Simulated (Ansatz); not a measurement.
**Ga10Sb10 zinc blende off sphere (Ga₁₀Sb₁₀H₂₈): one state, many levels**

An exercise on one series of results from a longer session: the logs are not shown, and one member is left open.

The runs use Ansatz 0.2.0, Gaussian basis; as each input shows.

Plan: PBE-D4/def2-TZVP, r2SCAN-D4/def2-TZVP, PBE-D4/def2-SVP, PBE0-D4/def2-SVP.

1 further run of the same task is left out (set aside as unsound or not needed).

### The geometry

The singlet was relaxed beforehand with PBE-D4/def2-SVP.

48 atoms, charge 0, spin multiplicity 1.

Atoms are counted from 1 here; the program's logs count them from 0.

Bond lengths: Ga1–Sb12 2.710 Å, Ga1–Sb13 2.706 Å, Ga1–H21 1.577 Å, Ga1–H22 1.578 Å, Ga2–Sb11 2.721 Å, Ga2–Sb15 2.702 Å, Ga2–H23 1.575 Å, Ga2–H24 1.574 Å, Ga3–Sb14 2.719 Å, Ga3–Sb16 2.683 Å, Ga3–H25 1.575 Å, Ga3–H26 1.592 Å, Ga4–Sb12 2.650 Å, Ga4–Sb17 2.684 Å, Ga4–Sb18 2.683 Å, Ga4–H27 1.577 Å, Ga5–Sb14 2.658 Å, Ga5–Sb17 2.706 Å and more. Angles: Sb12–Ga1–Sb13 95.7°, Sb12–Ga1–H21 108.4°, Sb12–Ga1–H22 106.7°, Sb13–Ga1–H21 109.1°, Sb13–Ga1–H22 106.6°, H21–Ga1–H22 126.1°, Sb11–Ga2–Sb15 98.9°, Sb11–Ga2–H23 105.8°, Sb11–Ga2–H24 104.9°, Sb15–Ga2–H23 108.3°, Sb15–Ga2–H24 107.5°, H23–Ga2–H24 127.6°, Sb14–Ga3–Sb16 95.5°, Sb14–Ga3–H25 109.7°, Sb14–Ga3–H26 102.0°, Sb16–Ga3–H25 113.9°, Sb16–Ga3–H26 107.1°, H25–Ga3–H26 124.2° and more.

Sb takes a core potential in the def2 sets. No spin-orbit coupling is included.

PBE0-D4/def2-TZVP was run before; its log isn't repeated, and its numbers join the tables.

The first run:

start.molden holds the orbitals of an earlier run on this state, given as this run's starting guess.

The input, in.yaml:

```yaml
crystal:
  periodic: [false, false, false]
  atoms:
    - {symbol: Ga, position_ang: [-4.702910, 2.012846, -0.402602]}
    - {symbol: Ga, position_ang: [-1.968619, -3.368666, 3.472096]}
    - {symbol: Ga, position_ang: [1.584204, -3.939411, 0.022622]}
    - {symbol: Ga, position_ang: [-1.385048, 2.493156, -3.490659]}
    - {symbol: Ga, position_ang: [2.098960, -0.746855, -3.385530]}
    - {symbol: Ga, position_ang: [-0.959674, -0.570260, -0.419672]}
    - {symbol: Ga, position_ang: [-1.296763, 1.696170, 3.112782]}
    - {symbol: Ga, position_ang: [2.125998, -0.634797, 2.636537]}
    - {symbol: Ga, position_ang: [2.029972, 2.483941, -0.175237]}
    - {symbol: Ga, position_ang: [5.223845, -0.817707, -0.462650]}
    - {symbol: Sb, position_ang: [-2.548932, -2.040814, 1.169500]}
    - {symbol: Sb, position_ang: [-2.686455, 0.894509, -1.825591]}
    - {symbol: Sb, position_ang: [-3.132178, 2.966970, 1.583149]}
    - {symbol: Sb, position_ang: [0.545604, -2.224217, -1.814135]}
    - {symbol: Sb, position_ang: [0.440280, -2.262750, 3.997368]}
    - {symbol: Sb, position_ang: [3.416474, -2.224545, 0.971271]}
    - {symbol: Sb, position_ang: [0.323950, 0.815232, -4.702021]}
    - {symbol: Sb, position_ang: [0.332923, 3.756999, -1.863414]}
    - {symbol: Sb, position_ang: [3.436965, 0.816450, -1.712591]}
    - {symbol: Sb, position_ang: [0.452859, 0.910962, 1.241178]}
    - {symbol: H, position_ang: [-5.283191, 3.223149, -1.229571]}
    - {symbol: H, position_ang: [-5.536223, 0.822903, 0.213282]}
    - {symbol: H, position_ang: [-2.998891, -2.844227, 4.542373]}
    - {symbol: H, position_ang: [-1.718659, -4.857854, 3.027306]}
    - {symbol: H, position_ang: [2.199582, -5.191664, -0.707696]}
    - {symbol: H, position_ang: [0.415537, -4.017832, 1.100940]}
    - {symbol: H, position_ang: [-2.172994, 3.442430, -4.472709]}
    - {symbol: H, position_ang: [2.970535, -1.513638, -4.456030]}
    - {symbol: H, position_ang: [-1.977039, 0.322625, 3.542391]}
    - {symbol: H, position_ang: [-0.683002, 2.732547, 4.128262]}
    - {symbol: H, position_ang: [2.943403, 0.223710, 3.683879]}
    - {symbol: H, position_ang: [2.894055, 3.575824, 0.569027]}
    - {symbol: H, position_ang: [5.817384, -1.721267, -1.613654]}
    - {symbol: H, position_ang: [6.055211, 0.064144, 0.547675]}
    - {symbol: H, position_ang: [-3.325158, -3.121956, 0.080132]}
    - {symbol: H, position_ang: [-3.917095, -1.031277, 1.406342]}
    - {symbol: H, position_ang: [-3.373304, -0.249027, -2.914949]}
    - {symbol: H, position_ang: [-4.158224, 3.921153, 2.581420]}
    - {symbol: H, position_ang: [-2.298982, 4.306581, 0.898272]}
    - {symbol: H, position_ang: [-0.573236, -2.990809, -2.876738]}
    - {symbol: H, position_ang: [1.432100, -3.575140, 4.494847]}
    - {symbol: H, position_ang: [0.295101, -1.562495, 5.559397]}
    - {symbol: H, position_ang: [4.360561, -3.173697, 2.054516]}
    - {symbol: H, position_ang: [-0.648319, -0.156590, -5.732989]}
    - {symbol: H, position_ang: [1.121104, 1.673525, -5.961779]}
    - {symbol: H, position_ang: [1.168099, 4.903590, -2.834922]}
    - {symbol: H, position_ang: [-0.603649, 4.902492, -0.990096]}
    - {symbol: H, position_ang: [4.315441, 1.841686, -2.783029]}
basis:
  gaussian: {orbitals: def2-TZVP, fitting: {mean_field: def2-universal-jkfit}, initial_orbitals: start.molden}
hamiltonian: {xc: pbe, dispersion: d4}
scf: {omitted_lower_state_checks: [starts]}
output: {orbitals: {seedname: orbitals}}
```

Run with:

```
ansatz run in.yaml --threads 11 --pin off --events-out ev --progress --plain --max-ram 174080MiB --backend cuda --devices 0, --max-vram 75GiB
```

Among the steps run: PBE-D4/def2-TZVP; r2SCAN-D4/def2-TZVP; PBE-D4/def2-SVP; PBE0-D4/def2-SVP.

One of the session's tables, all rows but one given; the rest of the session is left out.

It belongs to the step «Binding energy». 

| level | binding an atom (eV) |
| --- | --- |
| PBE-D4/def2-SVP | 2.386 |
| PBE-D4/def2-TZVP | 2.392 |
| r2SCAN-D4/def2-TZVP | ? |
| PBE0-D4/def2-SVP | 2.375 |
| PBE0-D4/def2-TZVP | 2.382 |

Q: Estimate the row for r2SCAN-D4/def2-TZVP from the others.

**Answer.** binding an atom (eV): 2.388. In the column «binding an atom (eV)» it lies between PBE-D4/def2-SVP (2.386) and PBE-D4/def2-TZVP (2.392).

Caveats from the session: Free atoms were run apart at each level; binding is atoms less cluster, divided by the number of atoms, without zero-point or spin-orbit terms.
